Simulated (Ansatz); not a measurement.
# ZrTiN2: the cost of one run

Computed with the Python package of Ansatz 0.2.0. Level of theory: DFT PBEsol, plane waves, PAW.

## Step 1: Starting point

Symmetry: P4/mmm, No. 123, tetragonal system. Conventional cell: a = 3.159 Å, b = 3.159 Å, c = 4.460 Å, α = 90.00°, β = 90.00°, γ = 90.00°. Around Zr (site symmetry 4/mmm) lie 6 N at 2.23 Å. Ti (site symmetry 4/mmm) has 6 N at 2.23 Å as nearest neighbours. Around N (site symmetry 4/mmm) lie 2 Zr at 2.23 Å and 4 Ti at 2.23 Å. N (site symmetry 4/mmm) has 2 Ti at 2.23 Å and 4 Zr at 2.23 Å as nearest neighbours.

The script holds or builds the structure itself.

## Step 2: Script

smear_zrtin2.py reads:

```python
# -*- coding: utf-8 -*-
'''Smearing width test for ZrTiN2.'''

import warnings

import ansatz
from ase import Atoms
from tabulate import tabulate


def main():
    warnings.simplefilter('ignore', ansatz.DeckWarning)

    atoms = Atoms(
        ['Zr', 'Ti', 'N', 'N'],
        scaled_positions=[
            (0.0, 0.0, 0.0),
            (0.5, 0.5, 0.5),
            (0.0, 0.0, 0.5),
            (0.5, 0.5, 0.0),
        ],
        cell=[
            (3.158743, 0.0, 0.0),
            (0.0, 3.158743, 0.0),
            (0.0, 0.0, 4.459663),
        ],
        pbc=True,
    )
    cell = ansatz.Crystal.from_ase(atoms)

    setup = (
        cell.calculation()
        .functional(ansatz.Functional.PBESOL)
        .basis(510)
        .kpoints(7, 7, 5, center='gamma')
        .stress()
    )

    rows = []
    for value in [0.3, 0.2, 0.1, 0.05]:
        summary = setup.occupations('cold', width=value).run(threads=1).report
        rows.append((value, summary['free_energy_ev'] / len(summary['lattice']['sites']), summary['n_iterations'], sum(summary['stress_gpa'][i][i] for i in range(3)) / 3, summary['n_kpoints']))

    print(tabulate(rows, headers=['width (eV)', 'F/atom (eV)', 'iterations', 'P (GPa)', 'k-points'], floatfmt='.4f', tablefmt='grid'))

    # the last row is the reference
    for row in rows[:-1]:
        shift = 1000 * (row[1] - rows[-1][1])
        print(f'{row[0]}: {shift:+.2f} meV/atom' + ('  (within 2 meV)' if abs(shift) < 2 else ''))


if __name__ == '__main__':
    main()
```

## Step 3: The input behind the calls

The engine receives this input (first run):

```yaml
crystal:
  lattice:
    - [3.158743, 0.0, 0.0]
    - [0.0, 3.158743, 0.0]
    - [0.0, 0.0, 4.459663]
  atoms:
    - { symbol: Zr, position: [0.0, 0.0, 0.0] }
    - { symbol: Ti, position: [0.5, 0.5, 0.5] }
    - { symbol: "N", position: [0.0, 0.0, 0.5] }
    - { symbol: "N", position: [0.5, 0.5, 0.0] }
basis:
  ecutwfc: 510.0
kpoints:
  mp_grid:
    grid: [7, 7, 5]
    shift: [0.0, 0.0, 0.0]
hamiltonian:
  xc: pbesol
scf:
  occupations:
    method: cold
    width: 0.3
output:
  stress: true
```

## Step 4: Running it

The run is started by

```console
$ python smear_zrtin2.py
```

Q: Estimate wall time and peak memory on 1 thread of Arm Neoverse V2, shared host.

About 7.4 s, with a peak of 0.43 GiB.
